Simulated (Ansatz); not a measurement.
**H₂ with SiNH₅: structure and interaction energy**

How do H₂ and SiNH₅ sit together, how strongly do they interact, and which methods get it right?

Method: PBE0-D4 structure, single points in def2-TZVPPD; program: Ansatz 0.2.0, Gaussian basis.

Levels: PBE-D4, revPBE-D4, BLYP-D4, r2SCAN-D4, B97M-V, PBE0-D4, B3LYP-D4, HSE06-D4, wB97X-V, wB97M-V, B2PLYP, Hartree-Fock, MP2, CCSD, CCSD(T). The reference is CCSD(T) extrapolated to the basis limit.

Cores are frozen in the correlated methods. B3LYP uses VWN-RPA correlation. B2PLYP carries no dispersion term here.

177 further runs of the same task are left out: 1 that didn't finish, 176 set aside as unsound or not needed.

**1. The system as given**

The pair, from a GFN2-xTB docking trial: 9 atoms, charge 0, spin multiplicity 1.

Atoms are counted from 1 here; the program's logs count them from 0.

Bond lengths: H1–H2 0.779 Å, Si3–N4 1.725 Å, Si3–H5 1.460 Å, Si3–H6 1.461 Å, Si3–H7 1.472 Å, N4–H8 1.007 Å, N4–H9 1.008 Å. Angles: N4–Si3–H5 104.8°, N4–Si3–H6 105.0°, N4–Si3–H7 115.3°, H5–Si3–H6 113.4°, H5–Si3–H7 109.3°, H6–Si3–H7 109.1°, Si3–N4–H8 118.6°, Si3–N4–H9 118.3°, H8–N4–H9 109.2°.

Geometry (Å):

```
H    -0.2767    0.4476   -3.2139
H    -0.1425   -0.0991   -2.6748
Si   -0.4614    0.2645    1.1535
N     0.7865   -0.4366    0.1912
H    -0.2105    1.7023    1.1008
H    -1.7080   -0.1303    0.5022
H    -0.4924   -0.1723    2.5589
H     0.7676   -1.4303    0.0266
H     1.7374   -0.1460    0.3554
```

Atoms 1 to 2 are fragment A (H₂), the rest fragment B (SiNH₅).

**2. A first relaxation in a small basis**

pre/in.yaml

```yaml
crystal:
  periodic: [false, false, false]
  atoms:
    - {symbol: H, position_ang: [-0.276700, 0.447600, -3.213900]}
    - {symbol: H, position_ang: [-0.142500, -0.099100, -2.674800]}
    - {symbol: Si, position_ang: [-0.461400, 0.264500, 1.153500]}
    - {symbol: N, position_ang: [0.786500, -0.436600, 0.191200]}
    - {symbol: H, position_ang: [-0.210500, 1.702300, 1.100800]}
    - {symbol: H, position_ang: [-1.708000, -0.130300, 0.502200]}
    - {symbol: H, position_ang: [-0.492400, -0.172300, 2.558900]}
    - {symbol: H, position_ang: [0.767600, -1.430300, 0.026600]}
    - {symbol: H, position_ang: [1.737400, -0.146000, 0.355400]}
basis:
  gaussian: {orbitals: def2-SVP}
hamiltonian: {xc: pbe, dispersion: d4}
relax: {f_tol: 0.03, max_steps: 250}
```

The run is started by

```bash
> ansatz run in.yaml --threads 2 --pin off --events-out ev --progress --plain --max-ram 5222MiB
```

Further steps of the session: Relaxation at PBE0-D4; PBE-D4/def2-TZVPPD; r2SCAN-D4/def2-TZVPPD; PBE0-D4/def2-TZVPPD; B3LYP-D4/def2-TZVPPD; wB97X-V/def2-TZVPPD; wB97M-V/def2-TZVPPD; B2PLYP/def2-TZVPPD; BLYP-D4/def2-TZVPPD; revPBE-D4/def2-TZVPPD; B97M-V/def2-TZVPPD; HSE06-D4/def2-TZVPPD; CCSD(T)/def2-TZVPPD; MP2/def2-QZVPPD; Hartree-Fock/STO-3G; PBE-D4/STO-3G; B3LYP-D4/6-31G; SPW92/def2-SVP; PBE-D4/def2-SVP; PBE0-D4/def2-SVP; wB97M-V/def2-SVP; CCSD(T)/def2-SVP; Vibrations of the pair.

Q: Predict the outcome of this session. Wanted: interaction energy, CCSD(T)/CBS; of it Hartree-Fock; D4 term of PBE0-D4; shortest contact; lowest wavenumber.

As calculated:

```
                        quantity         value
 interaction energy, CCSD(T)/CBS     -23.5 meV
of it Hartree-Fock (basis limit)     +11.4 meV
              D4 term of PBE0-D4     -16.7 meV
                shortest contact  H2–N4 2.72 Å
               lowest wavenumber       27 cm⁻¹
```

**Reading.** The pair is bound by 23.5 meV at fixed fragment shapes. Hartree-Fock doesn't bind it at this geometry, so correlation, mostly dispersion, holds it together. The functionals run from wB97M-V, off by -0.4 meV, to PBE-D4, off by -18.1 meV, against CCSD(T)/CBS. Mean unsigned error by rung: GGA 9.8, meta-GGA 5.2, hybrid 9.2, screened hybrid 13.4, range-separated hybrid 1.4, double hybrid 13.7 meV. PBE-D4 gives an interaction energy 18.1 meV too low, an error of 77 % of the reference. CCSD(T) moves by -3.8 meV from triple zeta to the limit; gaps between functionals far smaller than that don't rank them. A lower arrangement may exist.
